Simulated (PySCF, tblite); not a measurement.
# C₅H₁₄Si₃: geometry, infrared bands and NMR shifts

Wanted: the infrared bands and NMR shifts of C₅H₁₄Si₃ (`[SiH3]CC1=C(C[SiH3])[SiH2]C1`), by calculation.

Programs: tblite 0.8.0 and PySCF 2.14.0, with density-fitted response routines of our own. Each step states its level of theory. These are calculated values for one molecule in the gas phase, unless marked as measured. Atoms are numbered from 0 throughout.

## Step 1: The starting structure

22 atoms, charge 0, multiplicity 1; geometry from: force field or distance geometry start.

Bonds of the start (Å): Si0–C1 1.88, C1–C2 1.48, C2–C3 1.35, C3–C4 1.49, C4–Si5 1.87, C3–Si6 1.84, Si6–C7 1.81, C7–C2 1.48, Si0–H8 1.45, Si0–H9 1.46, Si0–H10 1.48, C1–H11 1.10, C1–H12 1.09, C4–H13 1.12, C4–H14 1.09, Si5–H15 1.46, Si5–H16 1.47, Si5–H17 1.48, Si6–H18 1.47, Si6–H19 1.47, C7–H20 1.10, C7–H21 1.13.

## Step 2: Relaxing the molecule with GFN2-xTB

The job: settings as JSON, then the geometry in Å.

```
{"job": {"kind": "relax", "xc": "GFN2-xTB", "basis": "xTB"}, "charge": 0, "multiplicity": 1}
Si     2.745100    -0.945600     0.594100
C      1.827000    -0.149600    -0.843700
C      0.697200     0.589100    -0.229000
C     -0.633000     0.484800    -0.415300
C     -1.476000    -0.421900    -1.241800
Si    -2.636200    -1.432400    -0.184500
Si    -1.143800     1.821100     0.748900
C      0.663000     1.693600     0.751400
H      1.890600    -1.259600     1.727400
H      3.813100    -0.061800     1.056200
H      3.354600    -2.209900     0.112500
H      2.497200     0.518700    -1.403200
H      1.491600    -0.960800    -1.487400
H     -2.038800     0.237500    -1.944100
H     -0.827700    -1.138100    -1.753600
H     -4.008500    -0.933900    -0.167800
H     -2.681000    -2.790300    -0.739600
H     -2.184700    -1.540200     1.218500
H     -1.683800     3.020600     0.104000
H     -1.893200     1.386100     1.938400
H      1.073100     1.461300     1.750500
H      1.143700     2.650900     0.407100
```

Launch:

```sh
$ OMP_NUM_THREADS=1 python probes_run.py task.json out
```

This one command runs all jobs of the session in turn.

**Question.** This job is followed by: GFN2-xTB harmonic vibrations, gas phase; GIAO PBE0/pcSseg-1 NMR shielding, non-relativistic, gas phase. What will the session give for the following? strongest single infrared mode (GFN2-xTB); zero-point energy (GFN2-xTB); ¹³C shifts against TMS (PBE0/pcSseg-1); ¹H shifts against TMS (PBE0/pcSseg-1, means over atoms taken as alike); ²⁹Si shifts against TMS (PBE0/pcSseg-1).

As calculated:

| quantity | value |
| --- | --- |
| strongest single infrared mode (GFN2-xTB) | 789 cm⁻¹, 622 km/mol |
| zero-point energy (GFN2-xTB) | 98.4 kcal/mol |
| ¹³C shifts against TMS (PBE0/pcSseg-1) | 161.2, 141.5, 19.4, 17.8, 15.8 ppm |
| ¹H shifts against TMS (PBE0/pcSseg-1, means over atoms taken as alike) | 4.82, 3.97, 3.86, 2.06, 1.82, 1.75 ppm |
| ²⁹Si shifts against TMS (PBE0/pcSseg-1) | -53.1, -73.1, -74.1 ppm |

**Reading.** The optimisation took 139 steps and gained 0.689 eV; among the close pairs (by a distance rule), Si6–C7 changed most, from 1.811 to 1.923 Å. All 60 modes are real, so the xTB geometry is a minimum. Unscaled tight-binding wavenumbers are off by several per cent, some by more. Its intensities can rank the bands wrongly. At PBE0/pcSseg-1: The widest tensor belongs to C2: span 223 ppm, with a paramagnetic part of -239 ppm.
